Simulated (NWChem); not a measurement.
# AlHBrF (SMILES [F][AlH][Br]): levels of theory compared

We compute a comparison of 4 runs (SVWN5/jorge-DZP, SVWN5/SBKJC-VDZ, SVWN5/LANL2DZ, SVWN5/DGauss-DZVP) of AlHBrF. 

The calculation is run with NWChem 7.3.0.

### 1 The system as given

AlHBrF: 4 atoms, total charge 0, spin state singlet. As SMILES, `[F][AlH][Br]`. Geometry: relaxed at PBE0-D4/def2-TZVP.

Bond lengths: F1–Al2 1.641 Å, Al2–Br3 2.237 Å, Al2–H4 1.563 Å. Angles: F1–Al2–Br3 117.7°, F1–Al2–H4 119.7°, Br3–Al2–H4 122.6°.

### 2 The response to a field at SVWN5/jorge-DZP (run 1)

File input.nw:

```
start input
title "AlBrFH SVWN5"
memory stack 880 mb heap 220 mb global 1100 mb
geometry units bohr noautosym nocenter noautoz
  F   1.47228562 -1.52141850  2.41903841
  Al  0.25001077  0.14399713  0.10658055
  Br -2.96044495 -1.55467768 -2.05602202
  H   1.34265041  2.81814857 -0.50795838
end
basis spherical bse
  * library jorge-DZP
end
dft
  xc slater vwn_5
  grid fine
  convergence energy 1e-08
  iterations 100
  mulliken
  print low
end
property
  response 1 0
end
task dft property
```

Started as:

```sh
nwchem input.nw > input.out
```

Output:

```text
[...]
 d= 0,ls=0.0,diis     1  -2911.7506949619 -3.12D+03  2.12D-02  1.81D+01     1.8
[...]
 d= 0,ls=0.0,diis    11  -2911.8699405232 -5.17D-09  8.69D-07  5.55D-09    13.2
         Total DFT energy =    -2911.869940523227
      One electron energy =    -4472.275719552355
           Coulomb energy =     1468.919957862313
    Exchange-Corr. energy =     -115.542779850814
 Nuclear repulsion energy =      207.028601017629
[...]
      Total Density - Mulliken Population Analysis
     ---------------------------------------------
    Atom       Charge   Shell Charges
 -----------   ------   -------------------------------------------------------
    1 F    9     9.38   0.94  1.03  0.86  1.08  4.00  1.46  0.00
    2 Al  13    12.49   0.44  0.83  0.65  0.15  1.90  0.84  0.13  5.59  0.49  0.85  0.24  0.38
    3 Br  35    35.03   0.38  0.72  0.85  1.05  0.97  2.00  1.05  0.89  2.87  2.44  1.14  5.53  2.18  2.96  8.12  1.88  0.00
    4 H    1     1.09   0.68  0.41  0.01
[...]
 Anisotropic =      22.1604277
[...]
```

Wall time 67 s (1 thread of AMD EPYC 7R43 (Zen 3), shared host); peak memory 0.11 GiB.

### 3 The response to a field at SVWN5/SBKJC-VDZ (core potential) (run 2)

File work.nw:

```
start work
title "AlBrFH SVWN5"
memory 2200 mb
charge 0

geometry noautosym nocenter noautoz
  F        0.779100      -0.805100       1.280100
  Al       0.132300       0.076200       0.056400
  Br      -1.566600      -0.822700      -1.088000
  H        0.710500       1.491300      -0.268800
end

basis "ao basis" spherical bse
  F library SBKJC-VDZ
  Al library SBKJC-VDZ
  Br library SBKJC-VDZ
  H library SBKJC-VDZ
end

ecp bse
  F library SBKJC-VDZ
  Al library SBKJC-VDZ
  Br library SBKJC-VDZ
end

dft
  xc slater vwn_5
  grid fine
  convergence energy 1e-08
  iterations 100
  mulliken
  noprint "final vectors analysis"
end

property
  response 1 0
end

task dft property
```

Started as:

```sh
nwchem work.nw > work.out
```

Output:

```text
[...]
          Wavefunction type:  closed shell.
          No. of atoms     :     4
          No. of electrons :    18
[...]
          Charge           :     0
          Spin multiplicity:     1
[...]
          AO basis - number of functions:    26
[...]
              XC Information
              --------------
                        Slater Exchange Functional  1.000 local
                      VWN V Correlation Functional  1.000 local
[...]
 d= 0,ls=0.0,diis     1    -39.9468408793 -6.29D+01  7.21D-02  5.41D-01     0.3
[...]
 d= 0,ls=0.0,diis    10    -40.0312023497 -2.96D-09  1.59D-06  1.27D-09     1.1
         Total DFT energy =      -40.031202349661
      One electron energy =     -111.797718045726
           Coulomb energy =       56.946003963172
    Exchange-Corr. energy =       -8.157817549835
 Nuclear repulsion energy =       22.978329282729
[...]
      Total Density - Mulliken Population Analysis
     ---------------------------------------------
    Atom       Charge   Shell Charges
 -----------   ------   -------------------------------------------------------
    1 F    7     7.49   1.48  4.13  0.47  1.41
    2 Al   3     2.28   0.94  1.19  0.10  0.05
    3 Br   7     7.17   1.77  4.11  0.19  1.11
    4 H    1     1.06   0.39  0.66
[...]
 Anisotropic =      29.1745313
[...]
```

It took 3.6 s on 1 thread of AMD EPYC 7R43 (Zen 3), shared host; peak memory 0.11 GiB.

### 4 The polarisability at SVWN5/LANL2DZ (core potential) (run 3)

File geom.nw:

```
start geom
title "AlBrFH"
memory total 2200 mb

geometry units angstrom noautosym nocenter noautoz
 F      0.779100    -0.805100     1.280100
 Al     0.132300     0.076200     0.056400
 Br    -1.566600    -0.822700    -1.088000
 H      0.710500     1.491300    -0.268800
end

basis spherical bse
 * library LANL2DZ
end

ecp bse
 Al library LANL2DZ
 Br library LANL2DZ
end

dft
 xc slater vwn_5
 grid fine
 convergence energy 1e-08
 maxiter 100
 mulliken
 noprint "final vectors analysis"
end

property
 response 1 0
end

task dft property
```

Started as:

```sh
nwchem geom.nw > geom.out
```

Output:

```text
[...]
          Wavefunction type:  closed shell.
          No. of atoms     :     4
          No. of electrons :    20
[...]
          Charge           :     0
          Spin multiplicity:     1
[...]
          AO basis - number of functions:    27
[...]
              XC Information
              --------------
                        Slater Exchange Functional  1.000 local
                      VWN V Correlation Functional  1.000 local
[...]
 d= 0,ls=0.0,diis     1   -114.9212483313 -1.42D+02  5.83D-02  6.50D-01     0.3
[...]
 d= 0,ls=0.0,diis    10   -114.9991281762 -2.42D-09  1.13D-06  1.18D-09     1.1
         Total DFT energy =     -114.999128176248
      One electron energy =     -219.235380462612
           Coulomb energy =       90.151343298440
    Exchange-Corr. energy =      -13.432971491622
 Nuclear repulsion energy =       27.517880479546
[...]
      Total Density - Mulliken Population Analysis
     ---------------------------------------------
    Atom       Charge   Shell Charges
 -----------   ------   -------------------------------------------------------
    1 F    9     9.54   2.00  0.98  0.99  3.95  1.63
    2 Al   3     2.09   0.64  0.26  0.98  0.21
    3 Br   7     7.28   0.48  1.50  2.69  2.61
    4 H    1     1.09   0.45  0.64
[...]
 Anisotropic =      28.4779032
[...]
```

It took 3.6 s on 1 thread of AMD EPYC 7R43 (Zen 3), shared host; peak memory 0.11 GiB.

### 5 The polarisability at SVWN5/DGauss-DZVP (run 4)

File test.nw:

```
start test
title "AlBrFH"
memory 2200 mb
geometry noautosym nocenter noautoz
  F        0.779100      -0.805100       1.280100
  Al       0.132300       0.076200       0.056400
  Br      -1.566600      -0.822700      -1.088000
  H        0.710500       1.491300      -0.268800
end
basis "ao basis" spherical bse
  F library DGauss-DZVP
  Al library DGauss-DZVP
  Br library DGauss-DZVP
  H library DGauss-DZVP
end
dft
  xc slater vwn_5
  grid fine
  convergence energy 1e-08
  maxiter 100
  mulliken
  noprint "final vectors analysis"
end
property
  response 1 0
end
task dft property
```

Started as:

```sh
nwchem test.nw > test.out
```

Output:

```text
[...]
          Wavefunction type:  closed shell.
          No. of atoms     :     4
          No. of electrons :    58
[...]
          Charge           :     0
          Spin multiplicity:     1
[...]
          AO basis - number of functions:    61
[...]
              XC Information
              --------------
                        Slater Exchange Functional  1.000 local
                      VWN V Correlation Functional  1.000 local
[...]
 d= 0,ls=0.0,diis     1  -2911.3646961853 -3.12D+03  2.95D-02  9.72D-01     1.4
[...]
 d= 0,ls=0.0,diis    11  -2911.4526991435 -5.02D-10  1.98D-07  8.00D-11     9.0
         Total DFT energy =    -2911.452699143478
      One electron energy =    -4469.587067004735
           Coulomb energy =     1466.493477731920
    Exchange-Corr. energy =     -115.387725710798
 Nuclear repulsion energy =      207.028615840135
[...]
      Total Density - Mulliken Population Analysis
     ---------------------------------------------
    Atom       Charge   Shell Charges
 -----------   ------   -------------------------------------------------------
    1 F    9     9.42   2.00  0.96  0.96  4.05  1.44  0.01
    2 Al  13    12.40   2.00  2.00  0.77  0.17  5.98  1.19  0.01  0.27
    3 Br  35    35.21   2.00  2.00  2.00  1.18  0.76  6.00  6.00  4.15  1.11  9.92  0.10
    4 H    1     0.97   0.51  0.46
[...]
 Anisotropic =      21.8335705
[...]
```

It took 32 s on 1 thread of AMD EPYC 7R43 (Zen 3), shared host; peak memory 0.11 GiB.

### 6 All runs side by side

```tsv
run	level	core potential	energy (Eh)	mean polarisability (bohr³)	wall time
1	SVWN5/jorge-DZP	–	-2911.869941	35.1	67 s
2	SVWN5/SBKJC-VDZ (core potential)	SBKJC-VDZ	-40.031202	34.0	3.6 s
3	SVWN5/LANL2DZ (core potential)	LANL2DZ	-114.999128	31.8	3.6 s
4	SVWN5/DGauss-DZVP	–	-2911.452699	38.4	32 s
```

### 7 Results

| quantity | value |
| --- | --- |
| run 4: total energy | -2911.45270 Eh |
| run 4: dipole moment | 1.42 D |
| run 4: mean static polarisability | 38.4 bohr³ |

Over runs 2, 3, 4 the dipole moment (its size) runs from 1.42 D (SVWN5/DGauss-DZVP) to 1.92 D (SVWN5/SBKJC-VDZ). The two ends differ in basis and core potential. Some runs of one species differ in core potentials or relativity; totals across that change don't compare. All runs together took 1.8 min, the longest 67 s.
